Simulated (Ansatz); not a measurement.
Runs of Ansatz 0.2.0 on HPbNO4. The typed cell holds 7 atoms: a = 3.858 Å, b = 5.535 Å, c = 6.055 Å, α = 106.62°, β = 93.97°, γ = 90.45°. The cell was built by a generator and needn't be a form met in nature.

```tsv
task	potentials or basis	k mesh	cutoff (eV)	smearing	broadening	gap on the mesh (eV)	pressure (GPa)	largest force (eV/Å)
electric field gradients	Ansatz PAW soft_1	7 × 5 × 5	420	fermi-dirac 0.05 eV	-	3.17	0.0	0.02
single point	Ansatz PAW earlier set	7 × 5 × 5	1000	fermi-dirac 0.05 eV	-	3.17	-0.1	0.05
single point	SPMS NC	7 × 5 × 5	1034	fermi-dirac 0.05 eV	-	3.13	-0.1	0.17
Born charges and dielectric tensor	Ansatz PAW soft_1	5 × 4 × 4	420	fixed	-	3.15	-	-
phonons	Ansatz PAW soft_1	5 × 3 × 3	420	fixed	-	3.23	-	-
single point	Ansatz NC	7 × 5 × 5	1240	fermi-dirac 0.05 eV	-	3.16	0.0	(a)
optical spectrum	Ansatz PAW soft_1	5 × 4 × 4	420	fermi-dirac 0.05 eV	0.05 eV	3.15	-	-
single point	PseudoDojo standard (PBE files)	7 × 5 × 5	1143	fermi-dirac 0.05 eV	-	3.14	-0.1	(b)
```

Alike in all rows: level PBE; no spin polarisation; cell as given.

Q: Fill in the values left out.

A: (a) 0.04; (b) 0.16.

Caveats: odd divisions of the mesh miss points on the zone boundary, where band edges often lie, so the gap on the mesh can be too wide; spin-orbit coupling is left out, which as a rule narrows the gap of such compounds by several tenths of an eV.

A k mesh can miss the band edges, and the runs leave out spin-orbit coupling on Pb.

Not every run made on this cell is shown here.
